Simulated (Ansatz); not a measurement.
Write the native input for Ansatz 0.2.0 that does the following.

```
Task                : relaxation of cell and atoms
Functional          : PBE
Dispersion          : D3(BJ)
Potentials or basis : Ansatz PAW
Cutoff              : 420 eV (not typed: the program's choice for these potentials)
k mesh              : 5 × 5 × 5
Occupations         : fermi-dirac, width 0.05 eV
Spin                : collinear spin, ferromagnetic start
Starting moments    : [0.0, 2.0, 0.0, 0.0, 0.0] μB
```

CaCoAu3:

```
Ca Co Au
1.0
     4.85104    0.00000    0.00000
     0.00000    4.85104    0.00000
     0.00000    0.00000    4.85104
Ca Co Au
1 1 3
Direct
  0.00000 0.00000 0.00000
  0.50000 0.50000 0.50000
  0.00000 0.50000 0.50000
  0.50000 0.00000 0.50000
  0.50000 0.50000 0.00000
```

The cell was built by a generator and needn't be a form met in nature.

One way to write it, as run:

input.yaml

```yaml
crystal:
  lattice:
    - [4.85104, 0.0, 0.0]
    - [0.0, 4.85104, 0.0]
    - [0.0, 0.0, 4.85104]
  atoms:
    - { symbol: Ca, position: [0.0, 0.0, 0.0] }
    - { symbol: Co, position: [0.5, 0.5, 0.5], spin: 2.0 }
    - { symbol: Au, position: [0.0, 0.5, 0.5] }
    - { symbol: Au, position: [0.5, 0.0, 0.5] }
    - { symbol: Au, position: [0.5, 0.5, 0.0] }
hamiltonian:
  xc: pbe
  pseudopotentials: { kind: paw }
  dispersion: d3bj
magnetization:
  spin_polarized: true
kpoints:
  mp_grid: { grid: [5, 5, 5] }
scf:
  occupations: { method: fermi_dirac, width: 0.05 }
output:
  forces: true
  stress: true
  eigenvalues: true
  write_density: true
  write_potential: true
  elf: true
  volumetric_format: npy
relax:
  f_tol: 0.01
  max_steps: 40
  cell: { stress_tol: 0.05 }
```

Potentials or basis: Ansatz PAW.

The run is started by

```sh
$ ansatz run input.yaml --threads 2 --pin off --max-ram 5632MiB --backend cpu --events-out ev --progress --plain --runs-dir out
```

Results of the run:

* Relaxed volume: 21.94 Å³/atom
* Relaxed cell: a = 4.787 Å, b = 4.787 Å, c = 4.787 Å, α = 90.00°, β = 90.00°, γ = 90.00°
* Space group after relaxing (to 0.05 Å): Pm-3m (No. 221)
* Energy gained by relaxing: 7.9 meV/atom
* Ionic steps: 4
* Pressure after relaxing: 0.0 GPa
* Band gap on the k mesh: none (metal or under the smearing width)
* Net moment: 1.56 μB per cell
* Absolute moment: 1.91 μB per cell
* Site moments: Ca -0.02; Co +1.55; Au +0.05 μB

Caveat: the plane-wave basis is chosen anew once the cell has moved, so the energies of steps on either side of that aren't comparable; pairwise dispersion overbinds metals, which lowers pressure and volume.

It took 24 s on 2 threads of Arm Neoverse V1, on a shared host, peak memory 0.46 GiB.
